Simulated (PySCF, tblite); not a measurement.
**C₄H₇FO₂Si: geometry, infrared bands and NMR shifts**

Aim: predict the infrared bands and NMR shifts of C₄H₇FO₂Si (`O=C1C[SiH2]O[C@@H]1CF`).

Computed with tblite 0.8.0 and PySCF 2.14.0, with density-fitted response routines of our own, on a single molecule in the gas phase. Atoms are numbered from 0 throughout.

### Step 1. Starting geometry

15 atoms, charge 0, multiplicity 1; geometry from: force field or distance geometry start.

Bonds of the start (Å): O0–C1 1.23, C1–C2 1.48, C2–Si3 1.91, Si3–O4 1.74, O4–C5 1.39, C5–C6 1.51, C6–F7 1.39, C5–C1 1.48, C2–H8 1.11, C2–H9 1.12, Si3–H10 1.45, Si3–H11 1.44, C5–H12 1.12, C6–H13 1.12, C6–H14 1.10.

### Step 2. Geometry optimisation with GFN2-xTB

The job: settings as JSON, then the geometry in Å.

```
{"job": {"kind": "relax", "xc": "GFN2-xTB", "basis": "xTB"}, "charge": 0, "multiplicity": 1}
O      0.444000    -2.106500     0.017100
C     -0.105800    -1.008000     0.085100
C     -1.543500    -0.680200     0.043300
Si    -1.403200     1.037800    -0.769800
O      0.331600     1.058800    -0.838800
C      0.616700     0.269300     0.265100
C      2.086300    -0.033700     0.399500
F      2.552900    -0.684500    -0.731500
H     -2.124200    -1.375500    -0.602400
H     -2.014300    -0.585700     1.053900
H     -1.925400     2.067100     0.106600
H     -2.029500     1.008500    -2.070200
H      0.261700     0.802400     1.184800
H      2.636200     0.932000     0.559000
H      2.212100    -0.693700     1.276300
```

On the command line:

```sh
$ OMP_NUM_THREADS=1 python probes_run.py task.json out
```

One launch serves the whole session: the jobs run in the order shown.

**Question.** This job is followed by: GFN2-xTB harmonic vibrations, gas phase; GIAO PBE0/pcSseg-1 NMR shielding, non-relativistic, gas phase. What will the session give for the following? strongest single infrared mode (GFN2-xTB); zero-point energy (GFN2-xTB); ¹³C shifts against TMS (PBE0/pcSseg-1); ¹H shifts against TMS (PBE0/pcSseg-1); ¹⁷O shifts against H2O (PBE0/pcSseg-1); ²⁹Si shifts against TMS (PBE0/pcSseg-1); ¹⁹F shifts against CFCl3 (PBE0/pcSseg-1).

As calculated:

| quantity | value |
| --- | --- |
| strongest single infrared mode (GFN2-xTB) | 2322 cm⁻¹, 420 km/mol |
| zero-point energy (GFN2-xTB) | 65.0 kcal/mol |
| ¹³C shifts against TMS (PBE0/pcSseg-1) | 217.9, 90.4, 85.8, 25.1 ppm |
| ¹H shifts against TMS (PBE0/pcSseg-1) | 5.50, 5.36, 4.93, 4.84, 3.99, 2.21, 1.88 ppm |
| ¹⁷O shifts against H2O (PBE0/pcSseg-1) | 664.2, 27.9 ppm |
| ²⁹Si shifts against TMS (PBE0/pcSseg-1) | -2.7 ppm |
| ¹⁹F shifts against CFCl3 (PBE0/pcSseg-1) | -263.4 ppm |

In words: Over 135 steps the energy fell by 1.030 eV; of the close pairs, Si3–O4 changed most, 1.736 to 1.641 Å. All 39 modes are real, so the xTB geometry is a minimum. The strongest single mode, at 2322 cm⁻¹, moves mainly H10 and H11. Unscaled tight-binding wavenumbers are off by several per cent, some by more. Its intensities can rank the bands wrongly. C1 (ketone carbonyl carbon) lies farthest downfield among carbon, at 217.9 ppm; low-lying n→π* states of the double bond to the heteroatom give a large paramagnetic term (-282 ppm). At PBE0/pcSseg-1: The widest tensor belongs to O0: span 1310 ppm, with a paramagnetic part of -727 ppm.
